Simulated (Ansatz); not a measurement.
# CeFe2 (Fd-3m): projected density of states in Python

Aim: a projected density of states, for CeFe2 (Fd-3m), run from a script.

Computed with Ansatz 0.2.0 through its Python package. Level of theory: DFT PBEsol, plane waves, PAW.

### Step 1. The structure

It takes space group Fd-3m (No. 227, cubic). Conventional cell: a = 7.320 Å, b = 7.320 Å, c = 7.320 Å, α = 90.00°, β = 90.00°, γ = 90.00°. Ce (site symmetry -43m) has 12 Fe at 3.03 Å and 4 Ce at 3.17 Å in its first shell of neighbours. Around Fe (site symmetry -3m) lie 6 Fe at 2.59 Å and 6 Ce at 3.03 Å.

No structure file is read: the coordinates are typed or built in the script.

### Step 2. The script

Contents of cefe2.py:

```python
"""Which atoms and shells make the states of CeFe2."""

import ansatz as az
import numpy as np

OCCUPATIONS = "fermi_dirac"
SMEARING_WIDTH = 0.1
N_EMPTY = 18

vectors = np.array([
    [0.0, 3.66015, 3.66015],
    [3.66015, 0.0, 3.66015],
    [3.66015, 3.66015, 0.0],
])
cefe2 = (
    az.Lattice.of(vectors)
    .atom("Ce", (0.0, 0.0, 0.0), moment=0.7)
    .atom("Ce", (0.25, 0.25, 0.25), moment=-0.7)
    .atom("Fe", (0.625, 0.625, 0.625), moment=2.4)
    .atom("Fe", (0.125, 0.625, 0.625), moment=-2.4)
    .atom("Fe", (0.625, 0.625, 0.125), moment=2.4)
    .atom("Fe", (0.625, 0.125, 0.625), moment=-2.4)
)

calc = (
    cefe2.calculation()
    .functional(az.Functional.PBESOL)
    .basis(34 * az.Ry)
    .kpoints(7)
    .occupations(OCCUPATIONS, width=SMEARING_WIDTH)
    .spin(az.SpinTreatment.COLLINEAR)
    .scf(extra_bands=N_EMPTY)
    .density_of_states(projected=True, energy_step=0.05)
)
planned = calc.session().plan(threads=1)
facts = planned.describe()
print("plan:", facts["n_bands"], "bands,", len(facts["kpoints_frac"]), "k-points, plane waves", facts["n_pw_range"], "grid", facts["fft_dense"])
out = planned.execute()
rep = out.report

dos = out.density_of_states()
energy = np.asarray(dos.energies_ev) - dos.fermi_ev
curves = {}
for site in out.projected_density_of_states().sites:
    for shell in site.shells:
        weight = sum(np.sum(curve.g_bin_mean_per_ev, axis=0) for curve in shell.curves)
        name = f"{site.species} {shell.label}"
        curves[name] = curves.get(name, 0) + weight

print("E-EF   " + " ".join(f"{name:>8s}" for name in curves))
for e in np.arange(-8, 6 + 0.1, 1.0):
    print(f"{e:5.1f}  " + " ".join(f"{np.interp(e, energy, g):8.3f}" for g in curves.values()))
```

### Step 3. Launch

Launch:

```console
python cefe2.py
```

The log of the run:

```text
DeckWarning: where an SCF of this run starts from atoms to list the orders of its open shells, Ce (site 0, from 0) starts with 0.97 μB on its 4f shell, in the place of the 0.70 μB that the deck gives it: an open f shell starts with all that it can hold by Hund's first rule. To start from spheres of the given moment, type scf.initial_density.shell_occupations: []
DeckWarning: where an SCF of this run starts from atoms to list the orders of its open shells, Ce (site 1, from 0) starts with -0.97 μB on its 4f shell, in the place of the -0.70 μB that the deck gives it: an open f shell starts with all that it can hold by Hund's first rule. To start from spheres of the given moment, type scf.initial_density.shell_occupations: []
plan: 62 bands, 64 k-points, plane waves [2193, 2239] grid [40, 40, 40]
RunWarning: the starting moments were not kept: 3 of 6 ended reversed and 3 kept their direction, counting a site from 0.1 μB. The largest reversed, site 3 (counted from 0, in the order of the report's site_moments_mub), started with -2.4 μB and closes at +1.9e0 μB in its sphere. The starting moments cancel, and the [...]
E-EF      Ce 5S    Ce 6S    Ce 5P    Ce 5D    Ce 4F    Fe 3S    Fe 4S    Fe 3P    Fe 3D
 -8.0     0.000    0.000    0.000    0.000    0.000    0.000    0.000    0.000    0.000
 -7.0     0.000    0.000    0.000    0.000    0.000    0.000    0.000    0.000    0.000
 -6.0     0.017    0.063    0.003    0.001    0.001    0.006    0.099    0.000    0.019
 -5.0     0.026    0.135    0.041    0.088    0.004    0.016    0.518    0.005    0.193
 -4.0     0.006    0.018    0.045    1.180    0.017    0.018    0.829    0.013    0.876
 -3.0     0.031    0.205    0.041    1.022    0.095    0.007    0.393    0.012    4.059
 -2.0     0.027    0.406    0.083    1.211    0.268    0.002    0.343    0.018    8.540
 -1.0     0.005    0.193    0.074    1.445    0.643    0.001    0.265    0.022   11.041
  0.0     0.012    0.636    0.055    0.863    3.588    0.001    0.263    0.017    4.752
  1.0     0.004    0.159    0.077    1.718   31.424    0.001    0.237    0.010    6.682
  2.0     0.000    0.103    0.014    0.641    0.211    0.000    0.033    0.002    0.876
  3.0     0.000    0.000    0.000    0.000    0.000    0.000    0.000    0.000    0.000
  4.0     0.000    0.000    0.000    0.000    0.000    0.000    0.000    0.000    0.000
  5.0     0.000    0.000    0.000    0.000    0.000    0.000    0.000    0.000    0.000
  6.0     0.000    0.000    0.000    0.000    0.000    0.000    0.000    0.000    0.000
```

Caution: the run may have ended on a state that is not the lowest.

(Warnings from the package without file and line, shortened.)

It took 28 min on 1 thread of Arm Neoverse V2, shared host; peak memory 1.5 GiB.

### Step 4. Size and end state of the run

From the engine's report, whether the script printed it or not:

| item | value |
| --- | --- |
| SCF cycles in all | 71 |
| k-points solved | 64 |
| plane waves | 2229 |
| bands | 62 |
| valence electrons | 88 |
| free energy (eV) | -30765.40826 |
| Fermi level (eV) | 17.204 |

### Step 5. Outcome

| quantity | value |
| --- | --- |
| free energy | -30765.4083 eV (-5127.5680 eV/atom) |
| gap on the mesh | none |
| moment, net / absolute | 5.36 / 10.24 μB per cell |

**Reading.** The mesh shows no gap. Reading the output:
- Open f shells: without a Hubbard U, without spin-orbit coupling; the state reached hangs on the start and needn't be the lowest.
- For a metal this k-point mesh is coarse: on a finer one energies can move by several to tens of meV an atom and pressures by half a GPa or more, differences at one mesh by less.
- Curves are summed over the cell's atoms. Only shells that the potentials hold have channels, so projections don't add up to the total, least of all where a shell is missing (p of most metals); heights and places of peaks move with the mesh.
- The computed bands are complete only to about 1.3 eV above the Fermi level; beyond that the density of states is undercounted. The starting moments were not kept in at least one run, so it stands on a weaker or other magnetic state than the one typed.
